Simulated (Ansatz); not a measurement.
# AlH₃O₃ + H₂: a complex and its separated parts

The complex below is one end of an elementary step. How strongly is it bound against its free parts?

The runs use Ansatz 0.2.0, Gaussian basis; PBE0-D4/def2-TZVP structures, single points in def2-TZVPP, no counterpoise correction.

Levels: SPW92, PBE-D4, BLYP-D4, r2SCAN-D4, B97M-V, PBE0-D4, B3LYP-D4, r2SCAN0-D4, BHLYP-D4, CAM-B3LYP-D4, wB97X-V, wB97M-V, B2PLYP, PBE-QIDH, RPA on PBE, Hartree-Fock, MP2, CCSD, CCSD(T).

Cores are frozen in the correlated methods. B3LYP uses VWN-RPA correlation. B2PLYP carries no dispersion term here.

94 further runs of the same task are left out: 94 set aside as unsound or not needed.

**1. The system as given**

The complex: 9 atoms, charge 0, spin multiplicity 1.

Atoms are counted from 1 here; the program's logs count them from 0.

Bond lengths: Al1–O3 1.691 Å, Al1–O4 1.697 Å, Al1–O6 1.688 Å, H2–H5 0.752 Å, O3–H7 0.954 Å, O4–H8 0.954 Å, O6–H9 0.955 Å. Angles: O3–Al1–O4 124.9°, O3–Al1–O6 116.1°, O4–Al1–O6 118.6°, Al1–O3–H7 124.5°, Al1–O4–H8 125.0°, Al1–O6–H9 121.5°.

Coordinates:

| atom | x (Å) | y (Å) | z (Å) |
| --- | --- | --- | --- |
| Al1 | -0.00069 | 0.47915 | 0.13276 |
| H2 | 1.01639 | -1.57286 | -0.58183 |
| O3 | 0.32630 | 1.03604 | -1.42996 |
| O4 | -1.49654 | -0.12763 | 0.65502 |
| H5 | 0.42145 | -1.84156 | -0.20787 |
| O6 | 1.21854 | 0.71608 | 1.27620 |
| H7 | -0.29266 | 1.00501 | -2.15503 |
| H8 | -2.27855 | -0.19810 | 0.11277 |
| H9 | 1.08566 | 0.50376 | 2.19795 |

Its parts: AlH₃O₃ holds atoms 1, 3, 4, 6, 7, 8, 9; H₂ holds atoms 2, 5. Each part counts its atoms afresh in its own runs.

**2. Relaxing AlH₃O₃ alone**

The input, relax-a/in.yaml:

```yaml
crystal:
  periodic: [false, false, false]
  atoms:
    - {symbol: Al, position_ang: [-0.000690, 0.479152, 0.132759]}
    - {symbol: O, position_ang: [0.326301, 1.036037, -1.429961]}
    - {symbol: O, position_ang: [-1.496542, -0.127629, 0.655020]}
    - {symbol: O, position_ang: [1.218537, 0.716084, 1.276196]}
    - {symbol: H, position_ang: [-0.292656, 1.005012, -2.155031]}
    - {symbol: H, position_ang: [-2.278552, -0.198103, 0.112773]}
    - {symbol: H, position_ang: [1.085659, 0.503760, 2.197947]}
basis:
  gaussian: {orbitals: def2-TZVP}
hamiltonian: {xc: pbe0, dispersion: d4}
relax: {f_tol: 0.005, max_steps: 200}
```

The run is started by

```
ansatz run in.yaml --threads 4 --pin off --events-out ev --progress --plain --max-ram 9574MiB
```

The runs that follow: Relaxing H₂ alone; SPW92/def2-TZVPP; PBE-D4/def2-TZVPP; BLYP-D4/def2-TZVPP; r2SCAN-D4/def2-TZVPP; B97M-V/def2-TZVPP; PBE0-D4/def2-TZVPP; B3LYP-D4/def2-TZVPP; r2SCAN0-D4/def2-TZVPP; BHLYP-D4/def2-TZVPP; CAM-B3LYP-D4/def2-TZVPP; wB97X-V/def2-TZVPP; wB97M-V/def2-TZVPP; B2PLYP/def2-TZVPP; PBE-QIDH/def2-TZVPP; RPA on PBE/def2-TZVPP; CCSD(T)/def2-TZVPP; Vibrations of AlH₃O₃; Vibrations of H₂.

**Question.** What will these runs give? Wanted: complex less parts, CCSD(T)/def2-TZVPP; with zero-point energy; largest T1 diagnostic.

**Answer**, as computed:

| quantity | value |
| --- | --- |
| complex less parts, CCSD(T)/def2-TZVPP | -0.053 eV |
| with zero-point energy | +0.023 eV |
| largest T1 diagnostic | 0.012 |

At CCSD(T) the complex lies 0.053 eV below its parts. The functionals run from B3LYP-D4, off by 0.000 eV, to SPW92, off by -0.150 eV, against CCSD(T). Mean unsigned error by rung: LDA 0.150, GGA 0.028, meta-GGA 0.018, hybrid 0.024, range-separated hybrid 0.025, double hybrid 0.023 eV. PBE-D4 gives a relative energy 0.036 eV too low, an error of 68 % of the reference. No counterpoise was applied, and triple zeta lacks some correlation, so the CCSD(T) reference has a basis error of its own, and close matches with it are partly luck.
